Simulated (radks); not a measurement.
**Nuclear size and the levels of In⁺**

Aim: how the total energy, the levels and the density at the nucleus of In⁺ respond when the nuclear radius is scaled.

Method: Dirac Kohn-Sham, exchange-only LDA, spin-unpolarised, spherical densities, finite nucleus. Code: radks (a radial shooting solver on a logarithmic mesh, Libxc functionals) version 1.

## 1. What is computed

| Quantity | Value |
| --- | --- |
| element | indium (Z = 49) |
| charge | +1 |
| electrons | 48 |
| configuration | [Kr] 4d10 5s2 |
| nuclear rms radius | 4.6156 fm |

Outer shells as boxes (Hund's rule):

In⁺
```
[Kr] core
4d [↑↓][↑↓][↑↓][↑↓][↑↓]
5s [↑↓]
```

In the logs a row gives level, spin channel, occupation and eigenvalue; Etot, Ekin, Encl (electron-nucleus), Eh (Hartree) and Exc are energies, all in hartree; err is the last residual, it the number of iterations.

## 2. rms radius 4.6156 fm

Settings of this run:

```text
Z 49
configuration [Kr] 4d10 5s2 5p0 6s0
relativity Dirac
functional lda,
spin unpolarised
j_filling average
nucleus finite rms 4.6156 fm
c 137.035999084
```

Output:

```text
1s1/2   1   2.0000       -1018.20231248
2s1/2   1   2.0000        -152.61702446
2p1/2   1   2.0000        -142.42202851
2p3/2   1   4.0000        -134.68459816
3s1/2   1   2.0000         -29.11249019
3p1/2   1   2.0000         -24.99157089
3p3/2   1   4.0000         -23.59448627
3d3/2   1   4.0000         -16.27513666
3d5/2   1   6.0000         -15.98861508
4s1/2   1   2.0000          -4.60444083
4p1/2   1   2.0000          -3.25556459
4p3/2   1   4.0000          -3.00845941
4d3/2   1   4.0000          -0.92642641
4d5/2   1   6.0000          -0.89464275
5s1/2   1   2.0000          -0.51870883
5p1/2   1   0.0000          -0.29379445
5p3/2   1   0.0000          -0.27828505
6s1/2   1   0.0000          -0.11964840
Etot -5873.044506296192
Ekin 6172.798246248825
Encl -14252.330531727774
Eh 2356.2664857426034
Exc -149.77870655984643
err 2.322440893563284e-09
it 14
```

5s1/2 is the highest filled level (-14.115 eV).

From the orbitals of this run (lengths in bohr):

| level | occupation | energy (eV) | <r> | outermost maximum (interpolated) | 90 % within | nodes |
| --- | --- | --- | --- | --- | --- | --- |
| 4p1/2 | 2 | -88.588 | 0.9011 | 0.798 | 1.33 | 2 |
| 4p3/2 | 4 | -81.864 | 0.9322 | 0.824 | 1.38 | 2 |
| 4d3/2 | 4 | -25.209 | 1.175 | 0.926 | 1.85 | 1 |
| 4d5/2 | 6 | -24.344 | 1.192 | 0.937 | 1.88 | 1 |
| 5s1/2 | 2 | -14.115 | 2.495 | 2.12 | 3.69 | 4 |
| 5p1/2 | 0 | -7.995 | 3.144 | 2.59 | 4.74 | 3 |
| 5p3/2 | 0 | -7.573 | 3.263 | 2.69 | 4.92 | 3 |
| 6s1/2 | 0 | -3.256 | 6.800 | 6.04 | 9.91 | 5 |

Radial density 4πr²ρ:

| r (bohr) | 4πr²ρ (e/bohr) |
| --- | --- |
| 0.00118 | 1.958 |
| 0.00185 | 4.236 |
| 0.00287 | 8.717 |
| 0.00446 | 16.97 |
| 0.00693 | 30.34 |
| 0.0108 | 47.61 |
| 0.0168 | 61.70 |
| 0.0261 | 61.85 |
| 0.0406 | 54.94 |
| 0.0630 | 66.95 |
| 0.0978 | 79.70 |
| 0.152 | 58.39 |
| 0.238 | 62.89 |
| 0.369 | 48.73 |
| 0.573 | 19.33 |
| 0.890 | 21.17 |
| 1.38 | 9.016 |
| 2.16 | 2.312 |
| 3.36 | 0.4971 |
| 5.21 | 0.03190 |

## 3. rms radius 3.951 fm

Settings, as their differences from step 2:

```diff
@@ -6,3 +6,3 @@
 j_filling average
-nucleus finite rms 4.6156 fm
+nucleus finite rms 3.951 fm
 c 137.035999084
```

Output:

```text
1s1/2   1   2.0000       -1018.21729377
2s1/2   1   2.0000        -152.61872352
2p1/2   1   2.0000        -142.42195403
2p3/2   1   4.0000        -134.68449202
3s1/2   1   2.0000         -29.11280883
3p1/2   1   2.0000         -24.99155048
3p3/2   1   4.0000         -23.59445925
3d3/2   1   4.0000         -16.27511352
3d5/2   1   6.0000         -15.98859240
4s1/2   1   2.0000          -4.60450226
4p1/2   1   2.0000          -3.25555862
4p3/2   1   4.0000          -3.00845233
4d3/2   1   4.0000          -0.92642143
4d5/2   1   6.0000          -0.89463787
5s1/2   1   2.0000          -0.51871331
5p1/2   1   0.0000          -0.29379278
5p3/2   1   0.0000          -0.27828337
6s1/2   1   0.0000          -0.11964880
Etot -5873.08015940433
Ekin 6172.954085418347
Encl -14252.524253082487
Eh 2356.269216857956
Exc -149.7792085981452
err 2.3233729672566524e-09
it 14
```

E − E(step 2, rms radius 4.6156 fm) = -0.970 eV. Highest occupied level: 5s1/2 at -14.115 eV.

## 4. rms radius 4.2371 fm

Settings, as their differences from step 3:

```diff
@@ -6,3 +6,3 @@
 j_filling average
-nucleus finite rms 3.951 fm
+nucleus finite rms 4.2371 fm
 c 137.035999084
```

Output:

```text
1s1/2   1   2.0000       -1018.21108870
2s1/2   1   2.0000        -152.61801978
2p1/2   1   2.0000        -142.42198489
2p3/2   1   4.0000        -134.68453598
3s1/2   1   2.0000         -29.11267685
3p1/2   1   2.0000         -24.99155893
3p3/2   1   4.0000         -23.59447044
3d3/2   1   4.0000         -16.27512310
3d5/2   1   6.0000         -15.98860179
4s1/2   1   2.0000          -4.60447682
4p1/2   1   2.0000          -3.25556109
4p3/2   1   4.0000          -3.00845527
4d3/2   1   4.0000          -0.92642349
4d5/2   1   6.0000          -0.89463989
5s1/2   1   2.0000          -0.51871146
5p1/2   1   0.0000          -0.29379347
5p3/2   1   0.0000          -0.27828406
6s1/2   1   0.0000          -0.11964863
Etot -5873.065392295764
Ekin 6172.8893432822415
Encl -14252.443820574379
Eh 2356.268085645056
Exc -149.77900064868166
err 2.3230077658518286e-09
it 14
```

Energy against step 2 (rms radius 4.6156 fm): -0.568 eV. 5s1/2 is the highest filled level (-14.115 eV).

## 5. rms radius 4.9525 fm

Settings, as their differences from step 4:

```diff
@@ -6,3 +6,3 @@
 j_filling average
-nucleus finite rms 4.2371 fm
+nucleus finite rms 4.9525 fm
 c 137.035999084
```

Output:

```text
1s1/2   1   2.0000       -1018.19396373
2s1/2   1   2.0000        -152.61607765
2p1/2   1   2.0000        -142.42207000
2p3/2   1   4.0000        -134.68465731
3s1/2   1   2.0000         -29.11231263
3p1/2   1   2.0000         -24.99158225
3p3/2   1   4.0000         -23.59450132
3d3/2   1   4.0000         -16.27514956
3d5/2   1   6.0000         -15.98862772
4s1/2   1   2.0000          -4.60440659
4p1/2   1   2.0000          -3.25556791
4p3/2   1   4.0000          -3.00846336
4d3/2   1   4.0000          -0.92642918
4d5/2   1   6.0000          -0.89464547
5s1/2   1   2.0000          -0.51870633
5p1/2   1   0.0000          -0.29379538
5p3/2   1   0.0000          -0.27828598
6s1/2   1   0.0000          -0.11964817
Etot -5873.024637682228
Ekin 6172.7120337193555
Encl -14252.223208391493
Eh 2356.264963813405
Exc -149.77842682349478
err 2.322878097869905e-09
it 14
```

E − E(step 2, rms radius 4.6156 fm) = +0.541 eV. Highest occupied level: 5s1/2 at -14.115 eV.

## 6. rms radius 5.3587 fm

Settings, as their differences from step 5:

```diff
@@ -6,3 +6,3 @@
 j_filling average
-nucleus finite rms 4.9525 fm
+nucleus finite rms 5.3587 fm
 c 137.035999084
```

Output:

```text
1s1/2   1   2.0000       -1018.18323324
2s1/2   1   2.0000        -152.61486077
2p1/2   1   2.0000        -142.42212330
2p3/2   1   4.0000        -134.68473334
3s1/2   1   2.0000         -29.11208442
3p1/2   1   2.0000         -24.99159685
3p3/2   1   4.0000         -23.59452067
3d3/2   1   4.0000         -16.27516613
3d5/2   1   6.0000         -15.98864396
4s1/2   1   2.0000          -4.60436260
4p1/2   1   2.0000          -3.25557218
4p3/2   1   4.0000          -3.00846843
4d3/2   1   4.0000          -0.92643274
4d5/2   1   6.0000          -0.89464896
5s1/2   1   2.0000          -0.51870313
5p1/2   1   0.0000          -0.29379657
5p3/2   1   0.0000          -0.27828718
6s1/2   1   0.0000          -0.11964788
Etot -5872.999100986526
Ekin 6172.601782185202
Encl -14252.085823614925
Eh 2356.26300776392
Exc -149.77806732072315
err 2.322041493408938e-09
it 14
```

E − E(step 2, rms radius 4.6156 fm) = +1.236 eV. The top filled level is 5s1/2, -14.115 eV.

## 7. Results

| rms radius (fm) | total energy shift (eV) | density at nucleus (e/bohr³) | 1s1/2 shift (meV) | 2s1/2 shift (meV) | 4p1/2 shift (meV) | 5s1/2 shift (meV) | 5p1/2 shift (meV) |
| --- | --- | --- | --- | --- | --- | --- | --- |
| 3.951 | -0.970 | 1.781e+05 | -408 | -46.2 | 0.162 | -0.122 | 0.0453 |
| 4.2371 | -0.568 | 1.762e+05 | -239 | -27.1 | 0.0950 | -0.0714 | 0.0266 |
| 4.6156 | 0 | 1.74e+05 | 0 | 0 | 0 | 0 | 0 |
| 4.9525 | 0.541 | 1.722e+05 | 227 | 25.8 | -0.0904 | 0.0679 | -0.0253 |
| 5.3587 | 1.24 | 1.703e+05 | 519 | 58.9 | -0.207 | 0.155 | -0.0577 |

In words: Shifts are against the first run. Over the range the 1s1/2 level moves by 0.927 eV and the 5p1/2 level by -0.103 meV. A larger nucleus binds the 1s electrons less and lowers the density at its centre. These are shifts of eigenvalues, not the field shifts of spectral lines.
